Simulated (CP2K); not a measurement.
# CH5NOSi (SMILES [H]/N=C/O[SiH3]) at 3 levels

Aim: a comparison of 3 runs (MNDO, GFN2-xTB, PM6) of CH5NOSi. 

Program for the calculation: CP2K 2026.2.

3 further runs of the same task are left out: 1 that didn't finish, 2 set aside as unsound or not needed.

### Step 1. The molecule

CH5NOSi has 9 atoms, charge 0, and is taken as a singlet. SMILES: `[H]/N=C/O[SiH3]`. The shape is that of a GFN2-xTB optimisation. This is one conformer, not always the lowest.

Bond lengths: N1–C2 1.256 Å, C2–O3 1.312 Å, O3–Si4 1.660 Å, N1–H5 1.014 Å, C2–H6 1.100 Å, Si4–H7 1.458 Å, Si4–H8 1.458 Å, Si4–H9 1.458 Å. Some angles: N1–C2–O3 121.8°, C2–O3–Si4 123.9°, N1–C2–H6 126.5°, O3–C2–H6 111.8°, C2–N1–H5 115.5°, O3–Si4–H7 97.4°, O3–Si4–H8 109.6°, O3–Si4–H9 109.6°, H7–Si4–H8 113.7°, H7–Si4–H9 113.7°.

### Step 2. Energy and forces at MNDO (run 1)

The input, qs.inp:

```
&GLOBAL
   PROJECT qs
   RUN_TYPE ENERGY_FORCE
   PRINT_LEVEL MEDIUM
&END GLOBAL

&FORCE_EVAL
   METHOD QS
   &DFT
      CHARGE 0
      MULTIPLICITY 1
      &QS
         METHOD MNDO
         EPS_DEFAULT 1.0E-10
         &SE
            &COULOMB
               CUTOFF [angstrom] 50
               RC_RANGE [angstrom] 0
            &END COULOMB
            &EXCHANGE
               CUTOFF [angstrom] 50
               RC_RANGE [angstrom] 0
            &END EXCHANGE
         &END SE
      &END QS
      &POISSON
         PERIODIC NONE
         POISSON_SOLVER ANALYTIC
      &END POISSON
      &SCF
         SCF_GUESS ATOMIC
         EPS_SCF 1.0E-07
         MAX_SCF 40
         &OT ON
            MINIMIZER CG
            PRECONDITIONER FULL_ALL
         &END OT
         &OUTER_SCF
            EPS_SCF 1.0E-07
            MAX_SCF 5
         &END OUTER_SCF
      &END SCF
      &PRINT
         &MOMENTS
            PERIODIC F
            REFERENCE COM
            MAX_MOMENT 1
         &END MOMENTS
         &MO_CUBES
            NLUMO 3
            NHOMO -1
            WRITE_CUBE F
         &END MO_CUBES
         &HIRSHFELD OFF
         &END HIRSHFELD
      &END PRINT
   &END DFT
   &SUBSYS
      &CELL
         ABC [angstrom] 15 16.9 14.3
         PERIODIC NONE
      &END CELL
      &COORD
         N      6.950980     9.919930     6.458330
         C      8.069110     9.466690     6.806330
         O      8.214300     8.230720     7.221890
         Si     6.968390     7.139670     7.335830
         H      6.948290    10.886900     6.153200
         H      9.024430    10.012860     6.808740
         H      7.749100     6.013100     7.833520
         H      6.392580     6.916720     6.015230
         H      5.975570     7.629170     8.284770
      &END COORD
   &END SUBSYS
   &PRINT
      &FORCES ON
      &END FORCES
   &END PRINT
&END FORCE_EVAL
```

Started as:

```console
$ OMP_NUM_THREADS=1 cp2k.psmp qs.inp > qs.out
```

The program printed:

```text
CP2K| version string:                                       CP2K version 2026.2
[...]
 GLOBAL| Method name                                                        CP2K
[...]
 GLOBAL| Run type                                                   ENERGY_FORCE
[...]
                             - Atoms:                                          9
[...]
                             - Spherical basis functions:                     21
[...]
 Number of electrons:                                                         24
[...]
     1 OT CG       0.15E+00    0.0     0.33468406       -25.5950994327 -2.56E+01
[...]
     5 OT CG       0.41E+00    0.0     0.00000007       -30.0019294958 -2.75E-12
  *** SCF run converged in     5 steps ***
  Core-core repulsion energy [eV]:                           1507.35187486326663
  Core Hamiltonian energy [eV]:                             -1295.27011247932978
  Two-electron integral energy [eV]:                        -2056.95156466300932
  Electronic energy [eV]:                                   -2323.74589481083467
  Total energy [eV]:                                         -816.39401994756793
  Atomic reference energy [eV]:                               814.19648884338937
  Heat of formation [kcal/mol]:                               -50.67627515506697
[...]
 SE_DIPOLE| Moment [Debye]         -0.78820506      -0.32855454      -0.03879876
 SE_DIPOLE| Derivative [a.u.]       0.00000000       0.00000000       0.00000000
 *** WARNING in qs_scf_post_se.F:140 :: Printing of MO cube files not ***
 *** implemented for Semi-Empirical method.                           ***
 ENERGY| Total FORCE_EVAL ( QS ) energy [hartree]            -30.001929495800802
[...]
```

Wall time 1.2 s (1 thread of Intel Xeon 6975P-C (Granite Rapids), shared host); peak memory 0.19 GiB.

### Step 3. Energy and forces at GFN2-xTB (run 2)

The input, molecule.xyz:

```xyz
9

N     -0.414880     1.451510    -0.532540
C      0.703250     0.998270    -0.184540
O      0.848440    -0.237700     0.231020
Si    -0.397470    -1.328750     0.344960
H     -0.417570     2.418480    -0.837670
H      1.658570     1.544440    -0.182130
H      0.383240    -2.455320     0.842650
H     -0.973280    -1.551700    -0.975640
H     -1.390290    -0.839250     1.293900
```

The input, molecule.inp:

```
&GLOBAL
    PROJECT_NAME molecule
    RUN_TYPE ENERGY_FORCE
    PRINT_LEVEL MEDIUM
&END GLOBAL

&FORCE_EVAL
    METHOD QS
    &DFT
        &QS
            METHOD XTB
            EPS_DEFAULT 1.0E-10
            &XTB
                GFN_TYPE TBLITE
                &TBLITE
                    METHOD GFN2
                &END TBLITE
                CHECK_ATOMIC_CHARGES F
            &END XTB
        &END QS
        &POISSON
            PERIODIC NONE
            POISSON_SOLVER ANALYTIC
        &END POISSON
        &SCF
            SCF_GUESS ATOMIC
            EPS_SCF 1.0E-07
            MAX_SCF 150
            ADDED_MOS 4
            &DIAGONALIZATION
                ALGORITHM STANDARD
            &END DIAGONALIZATION
            &MIXING
                METHOD DIRECT_P_MIXING
                ALPHA 0.4
            &END MIXING
            &SMEAR ON
                METHOD FERMI_DIRAC
                ELECTRONIC_TEMPERATURE [K] 300
            &END SMEAR
        &END SCF
        &PRINT
            &MOMENTS
                PERIODIC F
                REFERENCE COM
                MAX_MOMENT 1
            &END MOMENTS
            &MO ON
                ENERGIES T
                OCCUPATION_NUMBERS T
                NDIGITS 6
                &EACH
                    QS_SCF 0
                &END EACH
                ADD_LAST NUMERIC
            &END MO
            &HIRSHFELD OFF
            &END HIRSHFELD
        &END PRINT
    &END DFT
    &SUBSYS
        &CELL
            ABC 11 12.9 10.3
            PERIODIC NONE
        &END CELL
        &TOPOLOGY
            COORD_FILE_NAME molecule.xyz
            COORD_FILE_FORMAT XYZ
            &CENTER_COORDINATES
            &END CENTER_COORDINATES
        &END TOPOLOGY
    &END SUBSYS
    &PRINT
        &FORCES ON
        &END FORCES
    &END PRINT
&END FORCE_EVAL
```

Started as:

```console
$ OMP_NUM_THREADS=1 cp2k.psmp -i molecule.inp -o molecule.out
```

The program printed:

```text
CP2K| version string:                                       CP2K version 2026.2
[...]
 GLOBAL| Method name                                                        CP2K
[...]
 GLOBAL| Run type                                                   ENERGY_FORCE
[...]
                             - Atoms:                                          9
[...]
                             - Spherical basis functions:                     26
[...]
 Number of electrons:                                                         24
[...]
  *** SCF run converged in    21 steps ***
[...]
  Fermi energy:                                                -0.26589749131410
[...]
 ENERGY| Total FORCE_EVAL ( QS ) energy [hartree]            -13.438164982145313
 FORCES| Atomic forces [hartree/bohr]
 FORCES|   Atom     x               y               z               |f|
 FORCES|      1  2.62968022E-04 -7.29051236E-05  1.03676444E-04   2.91918041E-04
 FORCES|      2 -4.15330889E-04  3.23088306E-04 -2.86628134E-04   5.99200708E-04
 FORCES|      3  1.66606169E-05 -3.79321001E-04  1.48929811E-04   4.07850569E-04
 FORCES|      4  1.52139532E-05  5.14167212E-05  5.79245345E-05   7.89328530E-05
 FORCES|      5 -1.50104097E-05 -5.29979400E-05  1.69057429E-05   5.76185577E-05
 FORCES|      6  1.76223267E-04  1.29951996E-04  3.65568157E-05   2.21987751E-04
 FORCES|      7  2.37107896E-05  3.77248528E-05 -2.04134799E-05   4.90109806E-05
 FORCES|      8 -4.82009901E-05 -2.33054112E-05 -2.75736126E-05   6.02227677E-05
 FORCES|      9 -1.62343596E-05 -1.36524007E-05 -2.93781224E-05   3.62355703E-05
 FORCES| Sum     1.71615651E-16 -9.80186527E-17 -4.90499839E-17
 FORCES| Total atomic force                                       2.03630766E-16
[...]
```

Run time: 0.94 s. Hardware: 1 thread of Intel Xeon 6975P-C (Granite Rapids), shared host; peak memory 0.19 GiB.

### Step 4. Energy and gradient at PM6 (run 3)

molecule.xyz is that of step 3.

The input, job.py:

```python
import numpy as np
from ase.io import read
from ase.calculators.cp2k import CP2K

atoms = read("molecule.xyz")
atoms.set_cell([11.0, 12.9, 10.3])
atoms.center()
inp = """
&FORCE_EVAL
   METHOD Quickstep
   &DFT
      &QS
         METHOD PM6
         EPS_DEFAULT 1.0E-08
         &SE
            &COULOMB
               CUTOFF [angstrom] 50
               RC_RANGE [angstrom] 0
            &END COULOMB
            &EXCHANGE
               CUTOFF [angstrom] 50
               RC_RANGE [angstrom] 0
            &END EXCHANGE
         &END SE
      &END QS
      &POISSON
         PERIODIC NONE
         POISSON_SOLVER ANALYTIC
      &END POISSON
      &SCF
         SCF_GUESS ATOMIC
         EPS_SCF 1.0E-06
         MAX_SCF 150
         ADDED_MOS 8
         LEVEL_SHIFT 0.3
         &DIAGONALIZATION
            ALGORITHM STANDARD
         &END DIAGONALIZATION
         &MIXING
            METHOD DIRECT_P_MIXING
            ALPHA 0.4
         &END MIXING
      &END SCF
      &PRINT
         &MOMENTS
            PERIODIC F
            REFERENCE COM
            MAX_MOMENT 1
         &END MOMENTS
         &MO ON
            ENERGIES T
            OCCUPATION_NUMBERS T
            NDIGITS 6
            &EACH
               QS_SCF 0
            &END EACH
            ADD_LAST NUMERIC
         &END MO
         &HIRSHFELD OFF
         &END HIRSHFELD
      &END PRINT
   &END DFT
   &SUBSYS
   &END SUBSYS
&END FORCE_EVAL
"""
calc = CP2K(command="cp2k.psmp -s", label="calc", inp=inp, basis_set=None, basis_set_file=None, potential_file=None, pseudo_potential=None, xc=None, cutoff=None, max_scf=None, charge=None, uks=False,
            force_eval_method=None, print_level="LOW", poisson_solver=None, stress_tensor=False)
atoms.calc = calc
print("E / eV:", round(atoms.get_potential_energy(), 6))
forces = atoms.get_forces()
print(np.array2string(forces, precision=5, suppress_small=True))
print("largest force / (eV/A): %.4f" % np.linalg.norm(forces, axis=1).max())
```

Started as:

```console
$ OMP_NUM_THREADS=1 python job.py
```

The program printed:

```text
E / eV: -734.058911
[[-2.85631  1.20437 -0.90151]
 [ 3.37989  1.49869  0.14309]
 [ 1.02767 -0.47358  0.33998]
 [-1.3201  -1.78444  0.32264]
 [-0.55253  0.23983 -0.17661]
 [ 0.53095 -0.207    0.16491]
 [-0.07675 -0.26418  0.06788]
 [-0.04423 -0.14637 -0.10469]
 [-0.0886  -0.06732  0.14432]]
largest force / (eV/A): 3.7000
```

calc.out:

```text
CP2K| version string:                                       CP2K version 2026.2
 CP2K| Input file name                                                  calc.inp

[... 16 lines left out ...]
 *** WARNING in qs_kind_types.F:2264 :: Information provided in the input ***
[... 11 lines left out ...]
 *** WARNING in qs_kind_types.F:2264 :: Information provided in the input ***
[... 90 lines left out ...]
  Heat of formation [kcal/mol]:                               -28.25465020880137
[... 16 lines left out ...]
 SE_DIPOLE| Derivative [a.u.]       0.00000000       0.00000000       0.00000000
[... 27 lines left out ...]
 -------------------------------------------------------------------------------
```

Run time: 1.3 s. Hardware: 1 thread of Intel Xeon 6975P-C (Granite Rapids), shared host; peak memory 0.18 GiB.

### Step 5. All runs side by side

| run | level | iteration cap | solver | energy (Eh) | dipole moment (D) | heat of formation (kcal/mol) | largest force (eV/Å) | wall time |
| --- | --- | --- | --- | --- | --- | --- | --- | --- |
| 1 | MNDO | 40 | OT | -30.001929 | 0.85 | -50.7 | 4.279 | 1.2 s |
| 2 | GFN2-xTB | 150 | DIAG | -13.438165 | 1.09 | – | 0.031 | 0.94 s |
| 3 | PM6 | 150 | DIAG | -26.976170 | 1.99 | -28.3 | – | 1.3 s |

### Step 6. Results

| quantity | value |
| --- | --- |
| run 3: total energy | -26.97617 Eh |
| run 3: dipole moment | 1.99 D |
| run 3: HOMO energy | -10.65 eV |
| run 3: LUMO energy | -0.03 eV |
| run 3: HOMO–LUMO gap | 10.62 eV |
| run 3: heat of formation | -28.3 kcal/mol |

What this shows: The dipole moment (its size) runs from 0.85 D (MNDO) to 1.99 D (PM6). Some of these are taken from atomic charges alone. Force-field and semi-empirical energies have zeros of their own, so their totals don't compare. All runs together took 3.4 s, the longest 1.3 s.
